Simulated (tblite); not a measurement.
# C4H7NO4Si: the cost of one run

Computed with tblite 0.8.0 and PySCF 2.14.0, with density-fitted response routines of our own, on a single molecule in the gas phase. Atoms are numbered from 0 throughout.

### 1 The starting structure

17 atoms, charge 0, multiplicity 1; geometry from: force field or distance geometry start.

Bonds of the start (Å): N0–C1 1.36, C1–O2 1.22, C1–Si3 1.89, Si3–C4 1.86, C4–C5 1.56, C5–O6 1.45, O6–C7 1.36, C7–O8 1.22, C5–O9 1.46, O9–Si3 1.66, N0–H10 1.02, N0–H11 1.00, Si3–H12 1.49, C4–H13 1.09, C4–H14 1.10, C5–H15 1.10, C7–H16 1.10.

### 2 Geometry optimisation with GFN2-xTB

What the job is given:

```
{"job": {"kind": "relax", "xc": "GFN2-xTB", "basis": "xTB"}, "charge": 0, "multiplicity": 1}
N     -2.656000     0.835400    -1.926400
C     -2.494000    -0.225100    -1.095900
O     -3.402500    -0.719900    -0.442400
Si    -0.780700    -0.983900    -0.879300
C      0.148700    -0.532000     0.667600
C      1.295900    -0.202200    -0.341300
O      2.016200     1.026900    -0.083500
C      2.895200     0.957300     0.956300
O      3.111400    -0.027700     1.650700
O      0.456900    -0.089600    -1.526900
H     -3.596200     1.227700    -2.022600
H     -1.906900     1.250100    -2.448200
H     -0.622000    -2.407200    -1.279600
H      0.370900    -1.340500     1.357800
H     -0.242400     0.342100     1.207800
H      2.011700    -1.030100    -0.468100
H      3.386700     1.931000     1.076000
```

Command:

```bash
OMP_NUM_THREADS=1 python probes_run.py task.json out
```

The driver reads the jobs from task.json and runs them one after another.

**Question.** How long does this first job take on 1 thread of Intel Xeon at 2.50GHz, shared host?

About 3.8 s.
